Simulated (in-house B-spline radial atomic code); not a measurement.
# Nd³⁺: ionisation energy by several methods

The task here is to estimate one member of a computed series from the others.

The numbers are computed with in-house B-spline radial atomic code version 1 (scalar-relativistic (X2C), several functionals, spin-polarised, exact exchange averaged over the configuration; spherical all-electron atom at the radial basis limit), except any that are marked as measured or tabulated.

## The atom as given

- element: neodymium (Z = 60)
- charge: +3
- electrons: 57
- configuration: [Xe] 4f3
- nucleus: Fermi, rms radius 4.912 fm

Outer shells as boxes (Hund's rule):

[Xe] 4f3
```
[Xe] core
4f [↑ ][↑ ][↑ ][  ][  ][  ][  ]
```

Where spins are not typed, each open shell is filled with up spins first.

Set-up of the first run:

Input settings:

```ini
Z = 60
electrons = 57.0
configuration = [Xe] 4f3
hamiltonian = x2c
method = m062x
spin_polarised = True
nucleus = fermi
rms_radius = 4.9123
mass_number = 142
atomic_mass = 141.907728824
speed_of_light = 137.035999084
exact_exchange = averaged over the configuration
```

Started as:

```console
$ python run_scf.py task.json out
```

One command runs all members of the session, one after another, from task.json.

Steps of the session up to this table: M06-2X; PBE0; CAM-B3LYP; BHandHLYP; ωB97X.

One table of the session follows, with a row left open; its other results are not shown here.

| method | ΔSCF (eV) |
| --- | --- |
| M06-2X | ? |
| PBE0 | 40.512 |
| BHandHLYP | 39.871 |
| CAM-B3LYP | 40.513 |
| ωB97X | 40.381 |

Estimate the missing values for M06-2X.

The run gave: ΔSCF (eV): 40.246. In the column «ΔSCF (eV)» it lies between BHandHLYP (39.871) and ωB97X (40.381).
